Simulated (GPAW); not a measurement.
Here is a GPAW 26.7.0 calculation.

The input run.py:

```python
from ase import Atoms
from ase.calculators.mixing import SumCalculator
from ase.filters import FrechetCellFilter
from ase.io import write
from ase.optimize import BFGS
from dftd3.ase import DFTD3
from gpaw import GPAW, PW, setup_paths

setup_paths.insert(0, '.')

atoms = Atoms(['Si', 'Se'],
              cell=[[3.5951980377, 0.0, 0.0],
                    [-1.7975990189, 3.1135328323, 0.0],
                    [0.0, 0.0, 3.59873]],
              scaled_positions=[[0.66667, 0.33333, 0.5],
                                [0.0000033333, -0.0000033333, 0.0]],
              pbc=True)

calc = GPAW(mode=PW(600),
            xc='BLYP',
            kpts={'size': (7, 7, 6), 'gamma': True},
            occupations={'name': 'fermi-dirac', 'width': 0.05},
            nbands=13,
            convergence={'density': 1e-05, 'forces': 0.0001},
            eigensolver='davidson',
            maxiter=150,
            txt='gpaw.txt')
atoms.calc = SumCalculator([calc, DFTD3(method='blyp', damping='d3op')])
opt = BFGS(FrechetCellFilter(atoms), trajectory='relax.traj', logfile='-')
done = opt.run(fmax=0.02, steps=60)
calc.write('gs.gpw')
write('result.traj', atoms)
print('Converged:', done)
print('Cell:', atoms.cell.cellpar().round(4))
print('Volume:', round(atoms.get_volume(), 4))
print(atoms.get_scaled_positions().round(5))
```

Potentials or basis: PAW data sets generated in the run's folder for this functional, pw.

The run is started by

```console
$ gpaw-setup -f BLYP Se Si
$ OMP_NUM_THREADS=1 python run.py
```

Problem. What does it give for the relaxed cell?

Solution. a = 3.767 Å, b = 3.767 Å, c = 3.717 Å, α = 90.00°, β = 90.00°, γ = 120.00°.

Problem. Estimate the band gap on the k mesh.

Solution. None (metal or under the smearing width).

Problem. Predict the space group after relaxing (to 0.05 Å).

Solution. P-6m2 (No. 187).

Problem. What does it give for the relaxed volume?

Solution. 22.84 Å³/atom.

Final structure:
```
Si Se
1.0
     3.76721    0.00000    0.00000
    -1.88360    3.26250    0.00000
     0.00000    0.00000    3.71665
Si Se
1 1
Direct
  0.66667 0.33333 0.50000
  0.00000 0.00000 0.00000
```

Caveat: later steps reuse the first step's grids; pairwise dispersion overbinds metals, which lowers pressure and volume.
